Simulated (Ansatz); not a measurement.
# CH2BN: interaction energy of a dimer with the counterpoise correction, by script

How strongly do two molecules of CH2BN bind, and how much of that is basis error? Wanted for CH2BN: the interaction energy of a dimer with the counterpoise correction. SMILES: BC#N.

Program: Ansatz 0.2.0, driven from Python. Level of theory: r2SCAN+D3(BJ)/cc-pVDZ. These are calculated values, not measurements.

## Step 1: The structure

Bond lengths: B1–C2 1.476 Å, C2–N3 1.136 Å, B1–H4 1.172 Å, B1–H5 1.206 Å. Angles: B1–C2–N3 179.0°, C2–B1–H4 122.6°, C2–B1–H5 122.6°, H4–B1–H5 114.7°.

No structure file is read: the coordinates are typed or built in the script.

## Step 2: The code

The input, dimer.py:

```python
# -*- coding: utf-8 -*-
"""Interaction energy of two CH2BN molecules, with the counterpoise correction."""

import ansatz as az

FIRST = [
    ("B", (-0.198, 0.4178, -0.3181)),
    ("C", (0.3449, -0.6824, 0.5018)),
    ("N", (0.7647, -1.5398, 1.1171)),
    ("H", (-0.7484, 0.2346, -1.3366)),
    ("H", (-0.1634, 1.5697, 0.0359)),
]
SECOND = [
    ("B", (-0.5056, 1.1411, 3.0615)),
    ("C", (0.5322, 0.7305, 4.0268)),
    ("N", (1.3327, 0.4326, 4.7753)),
    ("H", (-0.549, 2.2178, 2.6003)),
    ("H", (-1.3387, 0.3785, 2.64)),
]

def energy(atoms, ghosts=()):
    molecule = az.Crystal.molecule()
    for symbol, xyz in atoms:
        molecule = molecule.atom(symbol, xyz)
    calc = (
        molecule.calculation()
        .basis(gaussian="cc-pVDZ")
        .functional("r2scan", dispersion="d3bj")
    )
    deck = calc.input()
    if ghosts:
        deck = deck.set(az.key.basis.gaussian.ghost_atoms, [{"symbol": s, "position_ang": list(xyz)} for s, xyz in ghosts])
    return az.Session.from_dict(deck).plan().execute().report["free_energy_ev"]


def main():
    # ghost atoms carry the functions of the partner
    both = energy(FIRST + SECOND)
    alone = energy(FIRST) + energy(SECOND)
    ghosted = energy(FIRST, SECOND) + energy(SECOND, FIRST)
    print(f"dimer {both:.6f} eV")
    print(f"interaction, uncorrected   {23.060548 * (both - alone):8.3f} kcal/mol")
    print(f"interaction, counterpoise  {23.060548 * (both - ghosted):8.3f} kcal/mol")
    print(f"basis-set superposition    {23.060548 * (alone - ghosted):8.3f} kcal/mol")


if __name__ == "__main__":
    main()
```

## Step 3: The calls as engine input

The engine receives this input (first run):

```yaml
crystal:
  periodic: [false, false, false]
  atoms:
    - { symbol: B, position_ang: [-0.198, 0.4178, -0.3181] }
    - { symbol: C, position_ang: [0.3449, -0.6824, 0.5018] }
    - { symbol: "N", position_ang: [0.7647, -1.5398, 1.1171] }
    - { symbol: H, position_ang: [-0.7484, 0.2346, -1.3366] }
    - { symbol: H, position_ang: [-0.1634, 1.5697, 0.0359] }
    - { symbol: B, position_ang: [-0.5056, 1.1411, 3.0615] }
    - { symbol: C, position_ang: [0.5322, 0.7305, 4.0268] }
    - { symbol: "N", position_ang: [1.3327, 0.4326, 4.7753] }
    - { symbol: H, position_ang: [-0.549, 2.2178, 2.6003] }
    - { symbol: H, position_ang: [-1.3387, 0.3785, 2.64] }
basis:
  gaussian:
    orbitals: cc-pVDZ
hamiltonian:
  xc: r2scan
  dispersion: d3bj
```

## Step 4: The run

Command:

```
python dimer.py
```

**Question.** How large is the interaction at this pose, and how much of it is basis-set superposition?

**Answer**, as computed:

| quantity | value |
| --- | --- |
| interaction energy, uncorrected | -0.738 kcal/mol |
| interaction energy, counterpoise | -0.412 kcal/mol |
| runs compared | 5 |

**Reading.** The counterpoise correction takes away 44 % of the apparent binding. Uncorrected it is -0.738 kcal/mol, with the counterpoise correction -0.412 kcal/mol; the difference, 0.326 kcal/mol, is the superposition error. The dimer is a generated trial pose of unrelaxed monomers, not a minimum, so the figure is no binding energy, and the basis set is small. A dispersion term here runs with damping parameters fitted for another variant or functional.
